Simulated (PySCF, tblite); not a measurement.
# butylbenzene (C10H14): geometry, infrared bands and NMR shifts

Aim: predict the infrared bands and NMR shifts of butylbenzene (C10H14) (`CCCCc1ccccc1`).

The runs use tblite 0.8.0 and PySCF 2.14.0, with density-fitted response routines of our own; the level of theory stands in each step. All values are computed, except where a source is named. Atoms count from 0, in the outputs and in this text.

### 1 The molecule as given

24 atoms, charge 0, multiplicity 1; geometry from: force field or distance geometry start.

Bonds of the start (Å): C0–C1 1.51, C1–C2 1.51, C2–C3 1.49, C3–C4 1.48, C4–C5 1.38, C5–C6 1.40, C6–C7 1.38, C7–C8 1.39, C8–C9 1.40, C9–C4 1.40, C0–H10 1.12, C0–H11 1.12, C0–H12 1.12, C1–H13 1.11, C1–H14 1.12, C2–H15 1.11, C2–H16 1.12, C3–H17 1.12, C3–H18 1.10, C5–H19 1.09, C6–H20 1.09, C7–H21 1.08, C8–H22 1.08, C9–H23 1.10.

### 2 Relaxing the molecule with GFN2-xTB

The job: settings as JSON, then the geometry in Å.

```
{"job": {"kind": "relax", "xc": "GFN2-xTB", "basis": "xTB"}, "charge": 0, "multiplicity": 1}
C     -3.054300     0.178700     1.012300
C     -1.724700    -0.412700     0.625100
C     -1.575800    -0.482000    -0.873300
C     -0.275100    -1.055200    -1.308800
C      0.899400    -0.299400    -0.810200
C      1.460100    -0.620400     0.407800
C      2.569900     0.112000     0.846100
C      3.122000     1.140500     0.109600
C      2.553900     1.453600    -1.123200
C      1.440600     0.737400    -1.574300
H     -3.079000     0.468900     2.088800
H     -3.863900    -0.589900     0.888200
H     -3.278100     1.095800     0.411100
H     -1.616000    -1.442500     1.035500
H     -0.931600     0.229600     1.082200
H     -1.826800     0.488700    -1.341400
H     -2.383700    -1.176200    -1.215500
H     -0.133200    -2.131700    -1.049100
H     -0.248100    -0.999700    -2.411000
H      1.071300    -1.419300     1.034600
H      2.962900    -0.180800     1.818200
H      3.979900     1.698400     0.467000
H      2.940300     2.257200    -1.735600
H      0.978500     0.968700    -2.543200
```

Run with:

```
> OMP_NUM_THREADS=1 python probes_run.py task.json out
```

One launch serves the whole session: the jobs run in the order shown.

**Question.** This job is followed by: GFN2-xTB harmonic vibrations, gas phase; GIAO PBE0/pcSseg-1 NMR shielding, non-relativistic, gas phase. Predict these results of the whole session: strongest single infrared mode (GFN2-xTB); zero-point energy (GFN2-xTB); 13C shifts against TMS (PBE0/pcSseg-1, means over atoms taken as alike); 1H shifts against TMS (PBE0/pcSseg-1, means over atoms taken as alike); surface potential, 1st and 99th percentile.

**Answer**, as computed:

```
                                                               quantity                                                   value
                              strongest single infrared mode (GFN2-xTB)                                   3080 cm⁻¹, 125 km/mol
                                           zero-point energy (GFN2-xTB)                                          131.7 kcal/mol
13C shifts against TMS (PBE0/pcSseg-1, means over atoms taken as alike)  148.8, 134.6, 133.9, 131.2, 41.4, 39.7, 25.5, 17.0 ppm
 1H shifts against TMS (PBE0/pcSseg-1, means over atoms taken as alike)            7.59, 7.49, 7.45, 2.71, 1.47, 1.14, 0.92 ppm
                                  surface potential, 1st and 99th percentile                                      -0.82 V and 0.75 V
```

What this shows: Over 85 steps the energy fell by 0.324 eV; of the close pairs, C2–C3 changed most, 1.487 to 1.535 Å. No mode is imaginary among the 66: a minimum at this level. The strongest single mode, at 3080 cm⁻¹, is carried by H22, H20, H19, H23. Unscaled tight-binding wavenumbers are off by several per cent, some by more. Its intensities can rank the bands wrongly. NICS(1)zz of -29 ppm above the planar ring from C4 marks a diatropic (aromatic) ring current.
